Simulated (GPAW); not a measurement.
# BiTe (Fm-3m) in GPAW: convergence with density grid spacing (A)

Aim: find how far density grid spacing (A) must go before the results for BiTe settle, at RPBE. This setting moves, with any that are tied to it; all else stays.

Program: GPAW 26.7.0. These are calculated values, not measurements. Logs are shortened: lines on timing, memory, paths and dates and some standing lists are left out, and cuts for length are marked. The log counts tension as positive stress, the text compression.

## 1. The structure

The structure is cubic, space group Fm-3m (No. 225). Conventional cell: a = 6.470 Å, b = 6.470 Å, c = 6.470 Å, α = 90.00°, β = 90.00°, γ = 90.00°. Around Bi (site symmetry m-3m) lie 6 Te at 3.23 Å. Te (site symmetry m-3m) has 6 Bi at 3.23 Å as nearest neighbours.

## 2. With density grid spacing (A) 0.24

Contents of run.py:

```python
from ase import Atoms
from ase.dft.bandgap import bandgap
from ase.io import write
from ase.units import GPa
from gpaw import GPAW, PW

atoms = Atoms(['Bi', 'Te'],
              cell=[[0.0, 3.235, 3.235],
                    [3.235, 0.0, 3.235],
                    [3.235, 3.235, 0.0]],
              scaled_positions=[[0.0, 0.0, 0.0],
                                [0.5, 0.5, 0.5]],
              pbc=True)

calc = GPAW(mode=PW(600),
            h=0.24,
            xc='RPBE',
            kpts={'size': (7, 7, 7), 'gamma': True},
            occupations={'name': 'fermi-dirac', 'width': 0.05},
            nbands=20,
            convergence={'density': 1e-05, 'energy': 1e-05},
            maxiter=100,
            txt='gpaw.txt')
atoms.calc = calc
energy = atoms.get_potential_energy()
forces = atoms.get_forces()
stress = atoms.get_stress()
calc.write('gs.gpw')
write('result.traj', atoms)
print(f'Energy: {energy:.6f} eV')
print('Forces (eV/A):')
print(forces.round(4))
print('Stress (GPa):', (stress / GPa).round(3))
print('Fermi level:', round(calc.get_fermi_level(), 4), 'eV')
print(f'Gap: {bandgap(calc)[0]:.4f} eV, direct: {bandgap(calc, direct=True)[0]:.4f} eV')
```

Potentials or basis: the program's PAW data sets (release 1.2.1) made for this functional, pw.

Run with:

```console
$ OMP_NUM_THREADS=1 python run.py
```

It took 11 s on 1 thread of Arm Neoverse V1, shared host; peak memory 0.16 GiB.

What came out:

* Free energy: -7.2439 eV
* Pressure: 2.0 GPa
* Band gap on the k mesh: none (metal or under the smearing width)

## 3. With density grid spacing (A) 0.2

Changes to run.py since step 2:

```diff
@@ -15,3 +15,3 @@
 calc = GPAW(mode=PW(600),
-            h=0.24,
+            h=0.2,
             xc='RPBE',
```

Potentials or basis: the program's PAW data sets (release 1.2.1) made for this functional, pw.

Run with:

```console
$ OMP_NUM_THREADS=1 python run.py
```

Wall time 16 s (1 thread of Arm Neoverse V1, shared host); peak memory 0.16 GiB.

Results:

| Property | Result |
| --- | --- |
| Free energy | -7.2432 eV |
| Pressure | 2.0 GPa |
| Band gap on the k mesh | none (metal or under the smearing width) |

## 4. With density grid spacing (A) 0.17

Changes to run.py since step 3:

```diff
@@ -15,3 +15,3 @@
 calc = GPAW(mode=PW(600),
-            h=0.2,
+            h=0.17,
             xc='RPBE',
```

Run with:

```console
$ OMP_NUM_THREADS=1 python run.py
```

It took 20 s on 1 thread of Arm Neoverse V1, shared host; peak memory 0.17 GiB.

What came out:

```
Free energy            : -7.2432 eV
Pressure               : 2.0 GPa
Band gap on the k mesh : none (metal or under the smearing width)
```

## 5. With density grid spacing (A) 0.15

Changes to run.py since step 4:

```diff
@@ -15,3 +15,3 @@
 calc = GPAW(mode=PW(600),
-            h=0.17,
+            h=0.15,
             xc='RPBE',
```

Run with:

```console
$ OMP_NUM_THREADS=1 python run.py
```

Run time: 21 s. Hardware: 1 thread of Arm Neoverse V1, shared host; peak memory 0.19 GiB.

It converged, with:

```yaml
Free_energy: -7.2431 eV
Pressure: 2.0 GPa
Band_gap_on_the_k_mesh: none (metal or under the smearing width)
```

## 6. With density grid spacing (A) 0.13

Changes to run.py since step 5:

```diff
@@ -15,3 +15,3 @@
 calc = GPAW(mode=PW(600),
-            h=0.15,
+            h=0.13,
             xc='RPBE',
```

Potentials or basis: the program's PAW data sets (release 1.2.1) made for this functional, pw.

Run with:

```console
$ OMP_NUM_THREADS=1 python run.py
```

Run time: 36 s. Hardware: 1 thread of Arm Neoverse V1, shared host; peak memory 0.2 GiB.

It converged, with:

```
Free energy            : -7.2431 eV
Pressure               : 2.0 GPa
Band gap on the k mesh : none (metal or under the smearing width)
```

## 7. With density grid spacing (A) 0.11

Changes to run.py since step 6:

```diff
@@ -15,3 +15,3 @@
 calc = GPAW(mode=PW(600),
-            h=0.13,
+            h=0.11,
             xc='RPBE',
```

Run with:

```console
$ OMP_NUM_THREADS=1 python run.py
```

Run time: 57 s. Hardware: 1 thread of Arm Neoverse V1, shared host; peak memory 0.24 GiB.

It converged, with:

| Property | Result |
| --- | --- |
| Free energy | -7.2430 eV |
| Pressure | 2.0 GPa |
| Band gap on the k mesh | none (metal or under the smearing width) |

## 8. With density grid spacing (A) 0.09

Changes to run.py since step 7:

```diff
@@ -15,3 +15,3 @@
 calc = GPAW(mode=PW(600),
-            h=0.11,
+            h=0.09,
             xc='RPBE',
```

Potentials or basis: the program's PAW data sets (release 1.2.1) made for this functional, pw.

Run with:

```console
$ OMP_NUM_THREADS=1 python run.py
```

gpaw.txt:

```text
__  _  _
 | _ |_)|_||  |
 |__||  | ||/\| - 26.7.0

Input parameters:
  mode=PW(ecut=600.0),
  convergence={'density': 1e-05, 'energy': 1e-05},
  h=0.09,
  kpts=MonkhorstPack(size=(7, 7, 7), gamma=True),
  maxiter=100,
  nbands=20,
  occupations=Occupations(name='fermi-dirac', width=0.05),
  xc=XC(name='RPBE')

Diagonalizing LCAO Hamiltonian
Converting LCAO to pw mode

                 Te

       Bi

Atoms  # Å, Bohr magnetons
|   | symbol |        x |        y |        z |    initial magnetic moments |
|---|--------|----------|----------|----------|-----------------------------|
| 0 |     Bi | 0.000000 | 0.000000 | 0.000000 | ( 0.0000,  0.0000,  0.0000) |
| 1 |     Te | 3.235000 | 3.235000 | 3.235000 | ( 0.0000,  0.0000,  0.0000) |

Unit cell  # Å
| periodic |        x |        y |        z |  lengths |    angles |
|----------|----------|----------|----------|----------|-----------|
|      yes | 0.000000 | 3.235000 | 3.235000 | 4.574981 | 60.000000 |
|      yes | 3.235000 | 0.000000 | 3.235000 | 4.574981 | 60.000000 |
|      yes | 3.235000 | 3.235000 | 0.000000 | 4.574981 | 60.000000 |

Number of symmetries: 48
Symmetry operations  # r_c * U_cc + t_c -> r_c
|    | kind |            matrix            |
|----|------|------------------------------|
|  0 |  σ   |  1, 0, 0,  1, 0,-1,  1,-1, 0 |
|  1 |  C2  |  1, 0, 0,  1,-1, 0,  1, 0,-1 |
|  2 |  E   |  1, 0, 0,  0, 1, 0,  0, 0, 1 |
|  3 |  σ   |  1, 0, 0,  0, 0, 1,  0, 1, 0 |
|  4 |  C4  |  1, 0,-1,  1, 0, 0,  1,-1, 0 |
|  5 |  S6  |  1, 0,-1,  1,-1, 0,  1, 0, 0 |
|  6 |  σ   |  1, 0,-1,  0, 1,-1,  0, 0,-1 |
|  7 |  C3  |  1, 0,-1,  0, 0,-1,  0, 1,-1 |
|  8 |  S6  |  1,-1, 0,  1, 0, 0,  1, 0,-1 |
|  9 |  C4  |  1,-1, 0,  1, 0,-1,  1, 0, 0 |
| 10 |  C3  |  1,-1, 0,  0,-1, 1,  0,-1, 0 |
| 11 |  σ   |  1,-1, 0,  0,-1, 0,  0,-1, 1 |
| 12 |  σ   |  0, 1, 0,  1, 0, 0,  0, 0, 1 |
| 13 |  C4  |  0, 1, 0,  0, 1,-1, -1, 1, 0 |
| 14 |  C3  |  0, 1, 0,  0, 0, 1,  1, 0, 0 |
| 15 |  S6  |  0, 1, 0, -1, 1, 0,  0, 1,-1 |
| 16 |  C2  |  0, 1,-1,  1, 0,-1,  0, 0,-1 |
| 17 |  σ   |  0, 1,-1,  0, 1, 0, -1, 1, 0 |
| 18 |  S4  |  0, 1,-1,  0, 0,-1,  1, 0,-1 |
| 19 |  C4  |  0, 1,-1, -1, 1, 0,  0, 1, 0 |
| 20 |  C3  |  0, 0, 1,  1, 0, 0,  0, 1, 0 |
| 21 |  σ   |  0, 0, 1,  0, 1, 0,  1, 0, 0 |
| 22 |  S6  |  0, 0, 1,  0,-1, 1, -1, 0, 1 |
| 23 |  C4  |  0, 0, 1, -1, 0, 1,  0,-1, 1 |
| 24 |  S4  |  0, 0,-1,  1, 0,-1,  0, 1,-1 |
| 25 |  C3  |  0, 0,-1,  0, 1,-1,  1, 0,-1 |
| 26 |  C2  |  0, 0,-1,  0,-1, 0, -1, 0, 0 |
| 27 |  S6  |  0, 0,-1, -1, 0, 0,  0,-1, 0 |
| 28 |  S4  |  0,-1, 1,  1,-1, 0,  0,-1, 0 |
| 29 |  C4  |  0,-1, 1,  0, 0, 1, -1, 0, 1 |
| 30 |  C2  |  0,-1, 1,  0,-1, 0,  1,-1, 0 |
| 31 |  σ   |  0,-1, 1, -1, 0, 1,  0, 0, 1 |
| 32 |  C3  |  0,-1, 0,  1,-1, 0,  0,-1, 1 |
| 33 |  S6  |  0,-1, 0,  0, 0,-1, -1, 0, 0 |
| 34 |  S4  |  0,-1, 0,  0,-1, 1,  1,-1, 0 |
| 35 |  C2  |  0,-1, 0, -1, 0, 0,  0, 0,-1 |
| 36 |  C2  | -1, 1, 0,  0, 1, 0,  0, 1,-1 |
| 37 |  S6  | -1, 1, 0,  0, 1,-1,  0, 1, 0 |
| 38 |  S4  | -1, 1, 0, -1, 0, 1, -1, 0, 0 |
| 39 |  C3  | -1, 1, 0, -1, 0, 0, -1, 0, 1 |
| 40 |  S6  | -1, 0, 1,  0, 0, 1,  0,-1, 1 |
| 41 |  C2  | -1, 0, 1,  0,-1, 1,  0, 0, 1 |
| 42 |  C3  | -1, 0, 1, -1, 1, 0, -1, 0, 0 |
| 43 |  S4  | -1, 0, 1, -1, 0, 0, -1, 1, 0 |
| 44 |  C2  | -1, 0, 0,  0, 0,-1,  0,-1, 0 |
| 45 |  i   | -1, 0, 0,  0,-1, 0,  0, 0,-1 |
| 46 |  σ   | -1, 0, 0, -1, 1, 0, -1, 0, 1 |
| 47 |  C2  | -1, 0, 0, -1, 0, 1, -1, 1, 0 |

BZ-sampling:
  Number of BZ points: 343
  Number of IBZ points: 20

  Monkhorst-Pack size: [7, 7, 7]
  Monkhorst-Pack shift: [0, 0, 0]

K-points  # in reciprocal-cell coordinates
|     |                                coordinates |     weight |
|-----|--------------------------------------------|------------|
|   0 | (  0.00000000,   0.00000000,   0.00000000) | 0.00291545 |
|   1 | (  0.14285714,   0.14285714,   0.00000000) | 0.01749271 |
|   2 | (  0.14285714,   0.14285714,   0.14285714) | 0.02332362 |
|   3 | (  0.28571429,   0.14285714,   0.14285714) | 0.03498542 |
|   4 | (  0.28571429,   0.28571429,   0.00000000) | 0.01749271 |
|   5 | (  0.28571429,   0.28571429,   0.14285714) | 0.06997085 |
|   6 | (  0.28571429,   0.28571429,   0.28571429) | 0.02332362 |
|   7 | (  0.42857143,  -0.28571429,  -0.28571429) | 0.03498542 |
|   8 | (  0.42857143,   0.28571429,  -0.42857143) | 0.13994169 |
|   9 | (  0.42857143,   0.28571429,  -0.28571429) | 0.06997085 |
| ... |                                            |            |
|  19 | (  0.42857143,   0.42857143,   0.42857143) | 0.02332362 |

Plane wave coefficients: 2281
Cutoff: 600.0 eV

Spin-components: 1 (collinear spins)
Bands:           20
Projectors:      11
Spin-degeneracy: 2
Datatype:        complex128

Parallelization:
  kpt:    1
  domain: 1
  band:   1

Density:
  Valence electrons: 21.0
  Components: 1
  Grid points: [54 54 54]
  Charge: 0.0  # |e|

Potential:
  Grid points: [54 54 54]

species:
  Bi:
    name:    Bismuth
    Z:       83.0
    valence: 15
    core:    68
    charge:  0.0  # [|e|]
    compensation charges:
      type: gauss
      rc: 0.38  # [Å]
      lmax: 2
    cutoffs:
      filter: 2.23  # [Å]
      core: 2.33  # [Å]
    projectors
    | kind |    occ | energy [eV] | rcut [Å] |
    |------|--------|-------------|----------|
    |   6s |  2.000 |     -14.318 |    1.286 |
    |   6p |  3.000 |      -4.518 |    1.275 |
    |   5d | 10.000 |     -27.109 |    1.349 |
    |    s |        |      12.893 |    1.286 |
    |    p |        |      22.694 |    1.275 |
    |    d |        |       0.102 |    1.349 |

    Using partial waves for Bi as LCAO basis

  Te:
    name:    Tellurium
    Z:       52.0
    valence: 6
    core:    46
    charge:  0.0  # [|e|]
    compensation charges:
      type: gauss
      rc: 0.36  # [Å]
      lmax: 2
    cutoffs:
      filter: 2.09  # [Å]
      core: 3.17  # [Å]
    projectors
    | kind |    occ | energy [eV] | rcut [Å] |
    |------|--------|-------------|----------|
    |   5s |  2.000 |     -15.026 |    1.180 |
    |   5p |  4.000 |      -5.917 |    1.196 |
    |    s |        |      12.185 |    1.180 |
    |    p |        |      21.294 |    1.196 |
    |    d |        |       0.000 |    1.238 |

    Using partial waves for Te as LCAO basis

Reference energy: -769664.136105  # eV

eigensolver:
  PPCG
  Converge bands: occupied
  niter=2

density mixing:
  MSR1-Mixer
  Pratt-step length: 0.05
  Maximum mixing coefficient: 0.75
  Old densities: 10
  SVD Regularization: 0.005
  Good broyden scale: 1.0
  Trust region scale: 1.0
  Backstep threshold: 4.0
  History deletion threshold: 6.0
  Fourier metric: weight=20.0, sigma=0.015

occupation numbers:
  Fermi-Dirac:
    width: 0.0500  # eV

poisson solver:
  ecut: 4800.0  # eV

xc functional:
  name: RPBE with 2 nearest neighbor stencil

convergence criteria:
- Maximum integral of absolute [dens]ity change: 1e-05 electrons / valence electron
- Maximum [total energy] change in last 3 cyles: 1e-05 eV / valence electron
- Maximum integral of absolute [eigenst]ate change: 4e-08 eV^2 / valence electron
maximum number of iterations: 100

SCF iterations
|iter     | |      energy | eigst |  dens |
|---------|-|-------------|-------|-------|
|iter:   1| |   -7.231207 | -0.42 |       |
|iter:   2| |   -7.231049 | -2.52 | -1.54 |
|iter:   3| |   -7.227888 | -3.05 | -1.58 |
|iter:   4| |   -7.231722 | -3.44 | -2.01 |
|iter:   5| |   -7.232585 | -4.04 | -2.38 |
|iter:   6| |   -7.232621 | -5.28 | -3.10 |
|iter:   7| |   -7.232626c| -6.41 | -3.87 |
|iter:   8| |   -7.232627c| -6.98 | -4.33 |
|iter:   9| |   -7.232627c| -7.85c| -5.02c|

Converged in 9 steps
Energy contributions relative to reference atoms: (reference = -769664.136105)

Energy contributions:
  Kinetic:          24.485791
  Coulomb:         -23.235137
  Zero:             -1.376938
  External:          0.000000
  Xc:               -7.095938
  Entropy:          -0.020810
  Spinorbit:         0.000000
  ----------------------------
  Free energy:      -7.243032
  Extrapolated:     -7.232627

dipole moment: (-25.157235, -25.157235, -25.157235)  # |e|*Ang

Fermi level: 6.571
Eigenvalues  # (at kpt = [0.000, 0.000, 0.000])
| band index |      eig [eV] | occ [0-2] |
|------------|---------------|-----------|
|          0 |       -16.880 |     2.000 |
|        ... |               |           |
|          2 |       -16.877 |     2.000 |
|          3 |       -16.877 |     2.000 |
|          4 |       -16.877 |     2.000 |
|          5 |        -6.925 |     2.000 |
|          6 |        -1.460 |     2.000 |
|          7 |         3.959 |     2.000 |
[... 8 lines left out ...]
|         16 |        12.789 |     0.000 |
|         17 |        13.187 |     0.000 |
|        ... |               |           |
|         19 |        13.204 |     0.000 |

No gap
No difference between direct/indirect transitions

Forces  # eV/Ang
|        x |       y |       z |
|----------|---------|---------|
| -0.00000 | 0.00000 | 0.00000 |  # Bi   0
|  0.00000 | 0.00000 | 0.00000 |  # Te   1

Stress tensor  # eV/Ang^3
|         x |         y |         z |
|-----------|-----------|-----------|
| -0.012667 | -0.000000 | -0.000000 |
| -0.000000 | -0.012667 |  0.000000 |
| -0.000000 |  0.000000 | -0.012667 |

# Writing to gs.gpw (mode='')
```

It took 1.8 min on 1 thread of Arm Neoverse V1, shared host; peak memory 0.36 GiB.

What came out:

- Free energy: -7.2430 eV
- Pressure: 2.0 GPa
- Band gap on the k mesh: none (metal or under the smearing width)

## 9. Summary

| density grid spacing (A) | energy less the tightest run, at zero smearing (meV/atom) | SCF cycles | CPU time (s) | peak memory (GiB) |
| --- | --- | --- | --- | --- |
| 0.24 | -0.43 | 9 | 11 | 0.16 |
| 0.2 | -0.11 | 9 | 16 | 0.16 |
| 0.17 | -0.07 | 9 | 20 | 0.17 |
| 0.15 | -0.03 | 9 | 21 | 0.19 |
| 0.13 | -0.02 | 9 | 36 | 0.2 |
| 0.11 | -0.01 | 9 | 57 | 0.24 |
| 0.09 | 0.00 | 9 | 110 | 0.36 |

Against the tightest run, the energy stays within 1 meV/atom from 0.24 on. The tightest run that finished is the yardstick and may itself not be fully converged.

Caveats: spin-orbit coupling is left out, which moves the levels of the heavy elements.
